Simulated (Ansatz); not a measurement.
# ZrCl₂F₂: a ladder of functionals and wavefunction methods

One table from this session's results is given with a row withheld; the runs are named, their logs left out.

Method: functionals in def2-TZVPP, the program's frozen cores in correlated methods; program: Ansatz 0.2.0, Gaussian basis.

The runs, in order: LDA (SPW92), PBE-D4, revPBE-D4, BLYP-D4, r2SCAN-D4, B97M-V, PBE0-D4, B3LYP-D4, r2SCANh-D4, r2SCAN0-D4, HSE06-D4, BHLYP-D4, CAM-B3LYP-D4, LC-ωPBE, ωB97X-V, ωB97M-V, B2PLYP, PBE-QIDH; CCSD(T)/def2-SVP; CCSD(T)/def2-TZVPP; MP2/def2-QZVPP; extrapolation to the limit; RPA on PBE.

## The relaxed structure

An earlier PBE0-D4 in a triple-zeta def2 set relaxation fixed the geometry. Zr takes the def2 core potential; no spin-orbit term is included.

SMILES `[F][Zr]([F])([Cl])[Cl]`, 5 atoms, charge 0, spin multiplicity 1.

Atoms are counted from 1 here; the program's logs count them from 0.

Bond lengths: F1–Zr2 1.882 Å, Zr2–F3 1.882 Å, Zr2–Cl4 2.330 Å, Zr2–Cl5 2.330 Å. Angles: F1–Zr2–F3 108.7°, F1–Zr2–Cl4 109.4°, F1–Zr2–Cl5 109.4°, F3–Zr2–Cl4 109.4°, F3–Zr2–Cl5 109.4°, Cl4–Zr2–Cl5 110.3°.

Set-up of the first run:

in.yaml reads:

```yaml
crystal:
  periodic: [false, false, false]
  atoms:
    - {symbol: F, position_ang: [0.180670, -0.585155, 1.836005]}
    - {symbol: Zr, position_ang: [0.065430, -0.081930, 0.026296]}
    - {symbol: F, position_ang: [1.247518, -1.151070, -0.974289]}
    - {symbol: Cl, position_ang: [-2.112394, -0.413337, -0.733715]}
    - {symbol: Cl, position_ang: [0.668576, 2.157993, -0.195795]}
basis:
  gaussian: {orbitals: def2-TZVPP}
hamiltonian: {xc: lda}
output: {orbitals: {seedname: orbitals}}
```

Steps of the session up to this table: LDA; PBE-D4 (GGA); revPBE-D4 (GGA); BLYP-D4 (GGA); r2SCAN-D4 (meta-GGA); B97M-V (meta-GGA); PBE0-D4 (hybrid); B3LYP-D4 (hybrid); r2SCANh-D4 (hybrid); r2SCAN0-D4 (hybrid); HSE06-D4 (hybrid); BHLYP-D4 (hybrid); CAM-B3LYP-D4 (range-separated); LC-ωPBE (range-separated); ωB97X-V (range-separated); ωB97M-V (range-separated); B2PLYP (double hybrid); PBE-QIDH (double hybrid).

One of the session's tables, all rows but one given; the rest of the session is left out.

It belongs to the step «Frontier levels by functional». 

| functional | HOMO (eV) | LUMO (eV) | gap (eV) |
| --- | --- | --- | --- |
| LDA (SPW92) | -8.56 | -3.23 | 5.32 |
| PBE-D4 | -8.37 | -2.97 | 5.40 |
| revPBE-D4 | -8.31 | -2.87 | 5.43 |
| BLYP-D4 | -8.21 | -2.84 | 5.36 |
| r2SCAN-D4 | -8.77 | -2.84 | 5.93 |
| B97M-V | -8.83 | -2.76 | 6.07 |
| PBE0-D4 | -9.80 | -2.18 | 7.62 |
| B3LYP-D4 | -9.51 | -2.39 | 7.12 |
| r2SCANh-D4 | -9.28 | -2.54 | 6.75 |
| r2SCAN0-D4 | -10.06 | -2.08 | 7.98 |
| HSE06-D4 | -9.40 | -2.55 | 6.84 |
| BHLYP-D4 | -11.07 | -1.21 | 9.86 |
| CAM-B3LYP-D4 | -11.15 | -1.06 | 10.08 |
| LC-ωPBE | ? | ? | ? |
| ωB97X-V | -12.18 | 0.04 | 12.22 |
| ωB97M-V | -12.02 | -0.02 | 12.00 |

Estimate the missing values for LC-ωPBE.

**Answer.** HOMO (eV): -12.57; LUMO (eV): 0.12; gap (eV): 12.69. In the column «HOMO (eV)» it is the lowest.
